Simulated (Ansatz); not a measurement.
# ClGeH4N: the cost of one run

Computed with the Python package of Ansatz 0.2.0. Level of theory: MP2/def2-SVP.

### 1 The structure

Bond lengths: N1–Ge2 1.807 Å, Ge2–Cl3 2.156 Å, N1–H4 1.102 Å, N1–H5 1.049 Å, Ge2–H6 1.559 Å, Ge2–H7 1.573 Å. Angles: N1–Ge2–Cl3 107.7°, N1–Ge2–H6 110.4°, N1–Ge2–H7 110.2°, Cl3–Ge2–H6 110.4°, Cl3–Ge2–H7 109.7°, H6–Ge2–H7 108.5°, Ge2–N1–H4 104.5°, Ge2–N1–H5 111.1°, H4–N1–H5 104.0°.

No structure file is read: the coordinates are typed or built in the script.

### 2 The code

clgeh4n.py

```python
"""Stretching a bond of ClGeH4N, the rest held rigid."""

import ansatz as az
import matplotlib.pyplot as plt
import numpy as np

geometry_ang = [
    ("N", (-1.0734, 0.1619, -0.486)),
    ("Ge", (0.4665, -0.0827, 0.4278)),
    ("Cl", (0.6376, -2.1858, 0.8693)),
    ("H", (-1.0746, 1.2329, -0.7442)),
    ("H", (-1.0411, -0.3231, -1.4161)),
    ("H", (0.4537, 0.7505, 1.7459)),
    ("H", (1.6925, 0.3783, -0.4424)),
]
mol = az.Crystal.molecule()
for symbol, xyz in geometry_ang:
    mol = mol.atom(symbol, xyz)

symbols = [site.symbol for site in mol.cartesian_sites]
start = np.array([site.position_ang for site in mol.cartesian_sites])
axis = (start[2] - start[1]) / np.linalg.norm(start[2] - start[1])
moving = [2]
lengths, energies = [1.897, 1.983, 2.07, 2.156, 2.242, 2.328, 2.414, 2.544], []
for length in lengths:
    xyz = start.copy()
    xyz[moving] += (length - np.linalg.norm(start[2] - start[1])) * axis
    point = az.Crystal.molecule()
    for symbol, place in zip(symbols, xyz):
        point = point.atom(symbol, place.tolist())
    setup = (
        point.calculation()
        .basis(gaussian="def2-SVP")
        .correlation("mp2")
        .scf(lower_state_search="standard")
    )
    r = setup.run(threads=1).report
    energies.append(r["free_energy_ev"])
    print(f"r = {length:6.3f} A  E = {energies[-1]:.5f} eV  <S^2> = {abs(r['mean_field']['state']['spin_squared']):.3f}")

# quartic fit about the minimum
fit = np.polynomial.Polynomial.fit(lengths, np.array(energies) - min(energies), 4).convert()
roots = [r.real for r in fit.deriv().roots() if abs(r.imag) < 1e-9 and fit.deriv(2)(r.real) > 0]
r_e = min(roots, key=lambda r: abs(r - lengths[int(np.argmin(energies))]))
print(f"minimum of the fit at {r_e:.4f} A, force constant {fit.deriv(2)(r_e):.2f} eV/A^2")
plt.figure(figsize=(4.5, 3))
plt.plot(lengths, np.array(energies) - min(energies), "o-")
plt.xlabel("bond length (A)")
plt.ylabel("E - E(min) (eV)")
plt.tight_layout()
plt.savefig("scan.png", dpi=100)
```

### 3 The calls as engine input

The engine receives this input (first run):

```yaml
crystal:
  periodic: [false, false, false]
  atoms:
    - { symbol: "N", position_ang: [-1.0734, 0.1619, -0.486] }
    - { symbol: Ge, position_ang: [0.4665, -0.0827, 0.4278] }
    - { symbol: Cl, position_ang: [0.6170637399068463, -1.9333756364587287, 0.816309007415971] }
    - { symbol: H, position_ang: [-1.0746, 1.2329, -0.7442] }
    - { symbol: H, position_ang: [-1.0411, -0.3231, -1.4161] }
    - { symbol: H, position_ang: [0.4537, 0.7505, 1.7459] }
    - { symbol: H, position_ang: [1.6925, 0.3783, -0.4424] }
basis:
  gaussian:
    orbitals: def2-SVP
correlation:
  method: mp2
scf:
  lower_state_search: standard
```

### 4 Launch

Command:

```
$ python clgeh4n.py
```

Q: Estimate wall time and peak memory on 1 thread of Arm Neoverse N1, shared host.

About 17 s, with a peak of 0.25 GiB.
